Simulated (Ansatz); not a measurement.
# F3HOSn: up Jacob's ladder to CCSD(T)

The task here is to estimate one member of a computed series from the others.

The runs use Ansatz 0.2.0, Gaussian basis; functionals in def2-TZVPP, the program's frozen cores in correlated methods.

The runs, in order: LDA (SPW92), PBE-D4, revPBE-D4, BLYP-D4, r2SCAN-D4, B97M-V, PBE0-D4, B3LYP-D4, r2SCANh-D4, r2SCAN0-D4, HSE06-D4, BHLYP-D4, CAM-B3LYP-D4, LC-ωPBE, ωB97X-V, ωB97M-V, B2PLYP, PBE-QIDH; CCSD(T)/def2-SVP; CCSD(T)/def2-TZVPP; MP2/def2-QZVPP; extrapolation to the limit; RPA on PBE.

### The geometry

The geometry comes from an earlier relaxation with PBE0-D4 in a triple-zeta def2 set; it is a stationary point. Sn takes the def2 core potential; no spin-orbit term is included.

SMILES `[OH][Sn]([F])([F])[F]`, 6 atoms, charge 0, spin multiplicity 1.

Atoms are counted from 1 here; the program's logs count them from 0.

Bond lengths: O1–Sn2 1.918 Å, O1–H6 0.963 Å, Sn2–F3 1.890 Å, Sn2–F4 1.881 Å, Sn2–F5 1.884 Å. Angles: Sn2–O1–H6 112.6°, O1–Sn2–F3 110.6°, O1–Sn2–F4 110.9°, O1–Sn2–F5 112.4°, F3–Sn2–F4 108.9°, F3–Sn2–F5 107.7°, F4–Sn2–F5 106.2°.

The first run:

File in.yaml:

```yaml
crystal:
  periodic: [false, false, false]
  atoms:
    - {symbol: O, position_ang: [-0.656564, 0.613006, 1.266492]}
    - {symbol: Sn, position_ang: [0.260543, -0.244604, -0.183861]}
    - {symbol: F, position_ang: [-0.653649, 0.045188, -1.812337]}
    - {symbol: F, position_ang: [0.403152, -2.096911, 0.113194]}
    - {symbol: F, position_ang: [2.021269, 0.390799, -0.394440]}
    - {symbol: H, position_ang: [-1.332651, 1.228522, 0.964851]}
basis:
  gaussian: {orbitals: def2-TZVPP}
hamiltonian: {xc: lda}
output: {orbitals: {seedname: orbitals}}
```

Launch:

```bash
ansatz run in.yaml --threads 4 --pin off --events-out ev --progress --plain --max-ram 10444MiB
```

Among the steps run: LDA; PBE-D4 (GGA); revPBE-D4 (GGA); BLYP-D4 (GGA); r2SCAN-D4 (meta-GGA); B97M-V (meta-GGA); B3LYP-D4 (hybrid); r2SCANh-D4 (hybrid); r2SCAN0-D4 (hybrid); HSE06-D4 (hybrid); BHLYP-D4 (hybrid); CAM-B3LYP-D4 (range-separated); LC-ωPBE (range-separated); ωB97X-V (range-separated); ωB97M-V (range-separated); B2PLYP (double hybrid); PBE-QIDH (double hybrid).

One table of the session follows, with a row left open; its other results are not shown here.

It belongs to the step «Frontier levels by functional». 

| functional | HOMO (eV) | LUMO (eV) | gap (eV) |
| --- | --- | --- | --- |
| LDA (SPW92) | -8.89 | -4.44 | 4.45 |
| PBE-D4 | -8.62 | -4.02 | 4.60 |
| revPBE-D4 | ? | ? | ? |
| BLYP-D4 | -8.54 | -4.02 | 4.52 |
| r2SCAN-D4 | -9.07 | -3.78 | 5.28 |
| B97M-V | -9.12 | -3.81 | 5.31 |
| PBE0-D4 | -10.48 | -3.02 | 7.46 |
| B3LYP-D4 | -10.19 | -3.42 | 6.78 |
| r2SCANh-D4 | -9.76 | -3.42 | 6.34 |
| r2SCAN0-D4 | -10.80 | -2.88 | 7.92 |
| HSE06-D4 | -10.06 | -3.40 | 6.67 |
| BHLYP-D4 | -12.28 | -2.07 | 10.21 |
| CAM-B3LYP-D4 | -12.04 | -2.05 | 9.99 |
| LC-ωPBE | -13.41 | -0.59 | 12.82 |
| ωB97X-V | -13.04 | -0.75 | 12.29 |
| ωB97M-V | -12.98 | -0.89 | 12.09 |

**Question.** Estimate the row for revPBE-D4.

As computed: HOMO (eV): -8.53; LUMO (eV): -3.85; gap (eV): 4.68. In the column «HOMO (eV)» it is the highest.
